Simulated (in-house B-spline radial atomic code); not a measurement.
# Al⁷⁺: ionisation energy by several methods

Aim: the ionisation energy of Al⁷⁺ by several methods, each as the difference of two self-consistent energies (Al⁷⁺ and the next ion, [He] 2s2 2p1).

The numbers are computed with in-house B-spline radial atomic code version 1 (Dirac-Coulomb, several functionals, exact exchange averaged over the configuration; spherical all-electron atom at the radial basis limit), except any that are marked as measured or tabulated.

## (1) The system

```
element       : aluminium (Z = 13)
charge        : +7
electrons     : 6
configuration : [He] 2s2 2p2
nucleus       : Fermi, rms radius 3.061 fm
```

Outer shells as boxes (Hund's rule):

[He] 2s2 2p2
```
[He] core
2s [↑↓]
2p [↑ ][↑ ][  ]
```

The boxes only draw the filling; these runs are spin-restricted and spherical.

## (2) CAM-B3LYP

Settings, as recorded:

```ini
Z = 13
electrons = 6.0
configuration = [He] 2s2 2p2
hamiltonian = dirac
method = camb3lyp
spin_polarised = False
nucleus = fermi
rms_radius = 3.061
mass_number = 27
atomic_mass = 26.981538408
speed_of_light = 137.035999084
exact_exchange = averaged over the configuration
```

On the command line:

```sh
$ python run_scf.py task.json out
```

The settings of every run stand in task.json; they run in order.

## (3) PBE0

Changes to the settings of step 2:

```diff
@@ -4,3 +4,3 @@
 hamiltonian = dirac
-method = camb3lyp
+method = pbe0
 spin_polarised = False
```

## (4) ωB97X

Changes to the settings of step 3:

```diff
@@ -4,3 +4,3 @@
 hamiltonian = dirac
-method = pbe0
+method = wb97x
 spin_polarised = False
```

## (5) B3LYP

Changes to the settings of step 4:

```diff
@@ -4,3 +4,3 @@
 hamiltonian = dirac
-method = wb97x
+method = b3lyp
 spin_polarised = False
```

Before running: The tabulated ionisation energy is 284.64 ± 0.07 eV (semi-empirical; NIST Atomic Spectra Database). What does each method give, and which comes nearest?

As calculated:

| method | rung | total energy (hartree) | ΔSCF (eV) | with Breit, QED, recoil (eV) | −ε highest (eV) | corrected ΔSCF less tabulated (eV) |
| --- | --- | --- | --- | --- | --- | --- |
| PBE0 | global hybrid | -214.5957 | 282.40 | 282.35 | 265.55 (2p3/2) | -2.29 |
| B3LYP | global hybrid | -214.6695 | 282.77 | 282.71 | 264.71 (2p3/2) | -1.93 |
| CAM-B3LYP | range-separated hybrid | -214.6624 | 282.64 | 282.59 | 266.64 (2p3/2) | -2.05 |
| ωB97X | range-separated hybrid | -214.7469 | 282.21 | 282.16 | 267.02 (2p3/2) | -2.48 |

What this shows: The tabulated ionisation energy is 284.64 ± 0.07 eV (semi-empirical; NIST Atomic Spectra Database). B3LYP comes nearest (-1.93 eV) and ωB97X is farthest (-2.48 eV, 0.87 %). All methods miss on the same side by much the same amount, which points to something that they share. Open shells are averaged (over orientations, and over spins where the run is restricted), while tables refer to the lowest levels.
